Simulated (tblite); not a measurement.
# C5H8BBr: the cost of one run

Programs: tblite 0.8.0 and PySCF 2.14.0, with density-fitted response routines of our own. Each step states its level of theory. These are calculated values for one molecule in the gas phase, unless marked as measured. Atoms are numbered from 0 throughout.

**1. The molecule as given**

15 atoms, charge 0, multiplicity 1; geometry from: force field or distance geometry start.

Bonds of the start (Å): B0–C1 1.59, C1–C2 1.51, C2–C3 1.55, C3–Br4 1.91, C3–C5 1.50, C5–C6 1.32, C5–C1 1.47, B0–H7 1.17, B0–H8 1.19, C1–H9 1.11, C2–H10 1.13, C2–H11 1.08, C3–H12 1.09, C6–H13 1.09, C6–H14 1.08.

**2. Geometry optimisation with GFN2-xTB**

What the job is given:

```
{"job": {"kind": "relax", "xc": "GFN2-xTB", "basis": "xTB"}, "charge": 0, "multiplicity": 1}
B      1.952100    -0.149200    -0.200800
C      0.654100     0.157300     0.663800
C     -0.177800    -1.080900     0.902200
C     -0.770500    -0.760000    -0.489500
Br    -2.635600    -1.143600    -0.663200
C     -0.441900     0.666900    -0.166900
C     -1.001000     1.795000    -0.566300
H      1.855400    -0.816000    -1.162200
H      2.998100     0.184000     0.251100
H      0.928500     0.733200     1.569100
H     -1.001900    -0.925200     1.652500
H      0.327000    -2.037200     0.981100
H     -0.180900    -1.169000    -1.307400
H     -0.656400     2.782700    -0.259400
H     -1.853600     1.769900    -1.226100
```

Launch:

```
$ OMP_NUM_THREADS=1 python probes_run.py task.json out
```

This one command runs all jobs of the session in turn.

**Question.** How long does this first job take on 1 thread of Arm Neoverse N1, shared host?

About 1.1 s.
